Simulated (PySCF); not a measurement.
**[Pr(HCN)]3+: other functionals and bases at one geometry**

One table from this session's results is given with a row withheld; the runs are named, their logs left out.

Program: PySCF 2.14.0. Level of theory: several levels, as the steps say, no spin–orbit coupling. These are calculated values, not measurements.

1 further run of the same task is left out (for a known fault of the program).

## The starting structure

4 atoms, charge 3, spin multiplicity 1.

Bond lengths: Pr1–N2 2.321 Å, N2–C3 1.165 Å, C3–H4 1.114 Å. Angles: Pr1–N2–C3 180.0°, N2–C3–H4 180.0°.

Geometry (Å):

```xyz
4

Pr    0.0000    0.0000   -0.3218
N     0.0000    0.0000    1.9995
C     0.0000    0.0000    3.1644
H     0.0000    0.0000    4.2780
```

Formal oxidation states: Pr +3. Each metal's 2 4f electrons lie in its core potential, so multiplicities, spins and levels count the valence alone. An earlier session relaxed this geometry at PBE0, Pr lcecp-1-SVP with ECP48, N def2-SVP, C def2-SVP, H def2-SVP (singlet, point group C∞v).

At PBE0 on the finer grid: E = -124.839785 Eh, HOMO -26.52 eV, LUMO -19.43 eV, Mulliken charge on Pr1 +2.55 e, largest force component 0.006 eV/Å. 

Levels to run: BLYP; CAM-B3LYP; PBE0, TZVP. Hardware: 2 threads of Arm Neoverse V1, shared host.

The first run:

Input file run.py (the lines that set the calculation):

```python
mol = gto.M(atom='''
Pr     0.00000     0.00000    -0.32177
N      0.00000     0.00000     1.99951
C      0.00000     0.00000     3.16442
H      0.00000     0.00000     4.27801''',
    basis={'Pr': 'lcecp-1-SVP', 'N': 'def2-SVP', 'C': 'def2-SVP', 'H': 'def2-SVP'},
    ecp={'Pr': 'lcecp-1-SVP'},
    charge=3, spin=0)
mf = dft.RKS(mol, xc='BLYP')
mf.grids.atom_grid = (75, 302)  # f atoms: unpruned, at least (60, 302)
mf = mf.density_fit()  # fitting sets: Pr AutoAux, N def2-universal-JKFIT, C def2-universal-JKFIT, H def2-universal-JKFIT
mf.conv_tol = 1e-08; mf.max_cycle = 55
mf.kernel(dm0)  # dm0: the density of the relaxed state
```

Launch:

```
$ OMP_NUM_THREADS=2 python run.py
```

Among the steps run: BLYP; CAM-B3LYP; PBE0, TZVP.

One of the session's tables, all rows but one given; the rest of the session is left out.

| level | HOMO (eV) | gap (eV) | charge on Pr1 (e) | dipole (D) | largest force component (eV/Å) |
| --- | --- | --- | --- | --- | --- |
| PBE0 (relaxed here) | -26.52 | 7.09 | 2.55 | 3.78 | 0.01 |
| BLYP | -25.08 | 4.67 | 2.48 | 4.07 | 1.44 |
| CAM-B3LYP | -27.84 | 9.52 | 2.55 | 3.62 | 0.52 |
| PBE0, TZVP | ? | ? | ? | ? | ? |

Q: Estimate the row for PBE0, TZVP from the others.

The run gave: HOMO (eV): -26.43; gap (eV): 7.05; charge on Pr1 (e): 2.62; dipole (D): 3.84; largest force component (eV/Å): 0.89. In the column «HOMO (eV)» it lies between PBE0 (relaxed here) (-26.52) and BLYP (-25.08).

The dipole of a charged species depends on the origin, so these sizes hold for this origin alone.

In one basis the HOMO–LUMO gap runs from 4.67 eV (BLYP) to 9.52 eV (CAM-B3LYP). The largest leftover force, 1.44 eV/Å with BLYP, stands at a geometry relaxed at another level. With 4f in the core, its levels are missing from HOMO and gap, and its count is fixed, so no charge can pass from the ligands into it. Total energies of different levels can't be compared.
